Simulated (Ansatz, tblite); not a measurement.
**The cluster ZrAl6+: one state, many levels**

Aim: run the doublet of the cluster ZrAl6+ at one geometry on many levels, and compare frontier levels, spin and run time.

The runs use Ansatz 0.2.0, Gaussian basis; as each input shows.

Levels to be run: GFN1-xTB, GFN2-xTB, PBE-D4/def2-TZVP, r2SCAN-D4/def2-TZVP, ωB97X-V/def2-TZVP, PBE-D4/def2-SVP, PBE0-D4/def2-SVP, CCSD(T)/def2-SVP, MP2/def2-TZVP, RPA/def2-TZVP.

8 further runs of the same task are left out: 3 that didn't finish, 5 set aside as unsound or not needed. Runs told in other sessions of the task aren't counted.

### 1 The relaxed structure

The doublet was relaxed beforehand with B3LYP-D4/def2-SVP. At that level it is the lowest of the isomers that a small search found.

7 atoms, charge 1, spin multiplicity 2.

Bond lengths: Zr1–Al2 2.777 Å, Zr1–Al5 2.777 Å, Zr1–Al6 2.776 Å, Zr1–Al7 2.777 Å, Al2–Al3 2.636 Å, Al2–Al5 2.615 Å, Al3–Al4 2.570 Å, Al3–Al6 2.636 Å, Al4–Al5 2.635 Å, Al4–Al7 2.637 Å, Al6–Al7 2.614 Å. Angles: Al2–Zr1–Al5 56.2°, Al2–Zr1–Al6 60.2°, Al2–Zr1–Al7 86.9°, Al5–Zr1–Al6 86.9°, Al5–Zr1–Al7 60.2°, Al6–Zr1–Al7 56.2°, Zr1–Al2–Al3 110.3°, Zr1–Al2–Al5 61.9°, Al3–Al2–Al5 89.6°, Al2–Al3–Al4 90.4°, Al2–Al3–Al6 63.8°, Al4–Al3–Al6 90.6°, Al3–Al4–Al5 90.5°, Al3–Al4–Al7 90.4°, Al5–Al4–Al7 63.7° and more.

Geometry (Å):

```xyz
7
Al6Zr
Zr   -0.8995    2.0216   -0.8414
Al    1.5932    1.1083   -0.0277
Al    1.3294   -0.9554    1.5909
Al    0.1052   -2.2669   -0.2499
Al    0.3436   -0.2248   -1.8986
Al   -0.6122    0.8264    1.6481
Al   -1.8597   -0.5092   -0.2215
```

Zr takes a core potential in the def2 sets. No spin-orbit coupling is included. The ion is computed in the gas phase, without counter-ions or solvent.

PBE0-D4/def2-TZVP was run before; its log isn't repeated, and its numbers join the tables.

### 2 GFN1-xTB

Tight binding, by tblite at 300 K electronic temperature and without a spin-polarisation term:

```python
tblite.interface.Calculator('GFN1-xTB', numbers, positions, charge=1, uhf=1).singlepoint()
```

Energy -223.8526 eV; 0.01 s.

### 3 GFN2-xTB

Tight binding, by tblite at 300 K electronic temperature and without a spin-polarisation term:

```python
tblite.interface.Calculator('GFN2-xTB', numbers, positions, charge=1, uhf=1).singlepoint()
```

Energy -194.3304 eV; 0.05 s.

### 4 PBE-D4/def2-TZVP

start.molden holds the orbitals of an earlier run on this state, given as this run's starting guess.

The input, in.yaml:

```yaml
crystal:
  periodic: [false, false, false]
  atoms:
    - {symbol: Zr, position_ang: [-0.899477, 2.021592, -0.841364]}
    - {symbol: Al, position_ang: [1.593161, 1.108284, -0.027725]}
    - {symbol: Al, position_ang: [1.329378, -0.955370, 1.590889]}
    - {symbol: Al, position_ang: [0.105241, -2.266887, -0.249911]}
    - {symbol: Al, position_ang: [0.343556, -0.224801, -1.898558]}
    - {symbol: Al, position_ang: [-0.612175, 0.826367, 1.648141]}
    - {symbol: Al, position_ang: [-1.859683, -0.509185, -0.221462]}
basis:
  gaussian: {orbitals: def2-TZVP, initial_orbitals: start.molden}
total_charge: 1
magnetization: {spin_polarized: true, initial_magnetization: 1}
hamiltonian: {xc: pbe, dispersion: d4}
scf: {omitted_lower_state_checks: [starts]}
output: {orbitals: {seedname: orbitals}}
```

Run with:

```console
> ansatz run in.yaml --threads 4 --pin off --events-out ev --progress --plain --max-ram 4787MiB
```

The runs that follow: r2SCAN-D4/def2-TZVP; ωB97X-V/def2-TZVP; PBE-D4/def2-SVP; PBE0-D4/def2-SVP; CCSD(T)/def2-SVP; MP2/def2-TZVP; RPA/def2-TZVP.

Before running them: what should the planned runs give, taken together? Wanted: gap in def2-TZVP, named functionals, smallest and largest; correlation energy, CCSD(T)/def2-SVP; correlation energy, MP2/def2-TZVP; ⟨S²⟩ in def2-TZVP, named functionals, smallest and largest; PBE0 total energy, smallest basis above largest.

As calculated:

| quantity | value |
| --- | --- |
| gap in def2-TZVP, named functionals, smallest and largest | 0.48 eV (PBE-D4), 5.64 eV (ωB97X-V) |
| correlation energy, CCSD(T)/def2-SVP | -19.24 eV |
| correlation energy, MP2/def2-TZVP | -19.92 eV |
| ⟨S²⟩ in def2-TZVP, named functionals, smallest and largest | 0.784, 0.880 |
| PBE0 total energy, smallest basis above largest | 14.37 eV (def2-SVP, def2-TZVP) |

What this shows: Over the named functionals in def2-TZVP the gap runs from 0.48 eV (PBE-D4) to 5.64 eV (ωB97X-V); exact exchange widens it. Over the named functionals in def2-TZVP spin contamination reaches 0.13 (r2SCAN-D4). Notes on CCSD(T)/def2-SVP: large T1 diagnostic, spin contamination.
